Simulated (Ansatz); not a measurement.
# CH₅FOSn: a ladder of functionals and wavefunction methods

How much do the methods differ for CH₅FOSn? The plan is to run it at one geometry with functionals of several rungs and with coupled cluster. The yardstick is the atomisation energy at the CCSD(T) limit.

Program: Ansatz 0.2.0, Gaussian basis. Level of theory: functionals in def2-TZVPP, the program's frozen cores in correlated methods. These are calculated values, not measurements.

Plan: LDA (SPW92), PBE-D4, revPBE-D4, BLYP-D4, r2SCAN-D4, B97M-V, PBE0-D4, B3LYP-D4, r2SCANh-D4, r2SCAN0-D4, HSE06-D4, BHLYP-D4, CAM-B3LYP-D4, LC-ωPBE, ωB97X-V, ωB97M-V, B2PLYP, PBE-QIDH; CCSD(T)/def2-SVP; CCSD(T)/def2-TZVPP; MP2/def2-QZVPP; extrapolation to the limit; RPA on PBE.

1 further run of the same task is left out (for a known fault of the program). Runs told in other sessions of the task aren't counted.

### 1 Structure used throughout

The geometry comes from an earlier relaxation with PBE0-D4 in a triple-zeta def2 set; it is a stationary point, not always the lowest conformer. Sn takes the def2 core potential; no spin-orbit term is included.

SMILES `O[CH](F)[SnH3]`, 9 atoms, charge 0, spin multiplicity 1.

Atoms are counted from 1 here; the program's logs count them from 0.

Bond lengths: O1–C2 1.375 Å, O1–H5 0.963 Å, C2–F3 1.392 Å, C2–Sn4 2.194 Å, C2–H6 1.092 Å, Sn4–H7 1.712 Å, Sn4–H8 1.706 Å, Sn4–H9 1.703 Å. Angles: C2–O1–H5 109.8°, O1–C2–F3 110.1°, O1–C2–Sn4 114.0°, O1–C2–H6 106.2°, F3–C2–Sn4 107.7°, F3–C2–H6 106.7°, Sn4–C2–H6 112.0°, C2–Sn4–H7 105.1°, C2–Sn4–H8 109.7°, C2–Sn4–H9 111.4°, H7–Sn4–H8 109.6°, H7–Sn4–H9 110.6°, H8–Sn4–H9 110.3°.

### 2 LDA

This LDA is Slater exchange with PW92 correlation.

File in.yaml:

```yaml
crystal:
  periodic: [false, false, false]
  atoms:
    - {symbol: O, position_ang: [1.305750, 0.841527, -1.042601]}
    - {symbol: C, position_ang: [0.537774, 0.855683, 0.097416]}
    - {symbol: F, position_ang: [-0.350804, 1.926096, 0.062886]}
    - {symbol: Sn, position_ang: [-0.633559, -0.973933, 0.406644]}
    - {symbol: H, position_ang: [0.766411, 0.581328, -1.796187]}
    - {symbol: H, position_ang: [1.225144, 1.045397, 0.924382]}
    - {symbol: H, position_ang: [-1.201421, -1.409448, -1.148215]}
    - {symbol: H, position_ang: [0.377896, -2.207625, 1.011486]}
    - {symbol: H, position_ang: [-1.938593, -0.705324, 1.467090]}
basis:
  gaussian: {orbitals: def2-TZVPP}
hamiltonian: {xc: lda}
output: {orbitals: {seedname: orbitals}}
```

Launch:

```bash
ansatz run in.yaml --threads 4 --pin off --events-out ev --progress --plain --max-ram 10444MiB
```

The runs that follow: PBE-D4 (GGA); revPBE-D4 (GGA); BLYP-D4 (GGA); r2SCAN-D4 (meta-GGA); B97M-V (meta-GGA); B3LYP-D4 (hybrid); r2SCANh-D4 (hybrid); r2SCAN0-D4 (hybrid); HSE06-D4 (hybrid); BHLYP-D4 (hybrid); CAM-B3LYP-D4 (range-separated); LC-ωPBE (range-separated); ωB97X-V (range-separated); ωB97M-V (range-separated); B2PLYP (double hybrid); PBE-QIDH (double hybrid); CCSD(T) in def2-SVP; CCSD(T) in def2-TZVPP; MP2 in def2-QZVPP; RPA on PBE orbitals.

Before running them: what should the planned runs give, taken together? Wanted: atomisation energy, CCSD(T)/CBS; farthest beyond LDA; mean size of error, GGA; mean size of error, meta-GGA; mean size of error, hybrid; mean size of error, range-separated; mean size of error, double hybrid; gap, smallest and largest; T1 diagnostic.

The runs gave:

| quantity | value |
| --- | --- |
| atomisation energy, CCSD(T)/CBS | 2801.4 kJ/mol |
| functionals within 28.0 kJ/mol (1.0 %) | BLYP-D4, r2SCAN-D4, B97M-V, CAM-B3LYP-D4, LC-ωPBE, ωB97X-V, ωB97M-V |
| farthest beyond LDA | BHLYP-D4 (-139.5 kJ/mol) |
| mean size of error, GGA | 35.6 kJ/mol |
| mean size of error, meta-GGA | 10.4 kJ/mol |
| mean size of error, hybrid | 60.9 kJ/mol |
| mean size of error, range-separated | 10.8 kJ/mol |
| mean size of error, double hybrid | 62.6 kJ/mol |
| gap, smallest and largest | 5.45 eV (LDA (SPW92)), 12.07 eV (LC-ωPBE) |
| T1 diagnostic | 0.0134 |
| triples share of the correlation energy | 3.1 % |

In words: The LDA atomisation energy is off by 478.2 kJ/mol (17 %): it overbinds. PBE-D4 is off by +39.1 kJ/mol. Double hybrids carry the basis error of their MP2 part in triple zeta, and no dispersion term here, so their miss is partly the set-up's. The rungs meta-GGA, range-separated miss on average by less than the doubt on the reference (28.0 kJ/mol), so they tie. Misses under about 28.0 kJ/mol are within the doubt on the reference itself, which lacks core-valence correlation, spin-orbit coupling and higher excitations, and its outer-core shells are covered unevenly. All levels share the lack of spin-orbit coupling, which lowers the free heavy atoms and so the true binding. Hartree-Fock recovers 67 % of the binding; the rest is correlation. CCSD(T) in def2-SVP is off by -199.2 kJ/mol, more than most functionals: a good method in a small basis is no reference. The gap grows from 5.4 to 12.1 eV across the functionals, mostly with the share of exact exchange. Correlated methods include outer-core shells of Sn, which these sets cover unevenly.
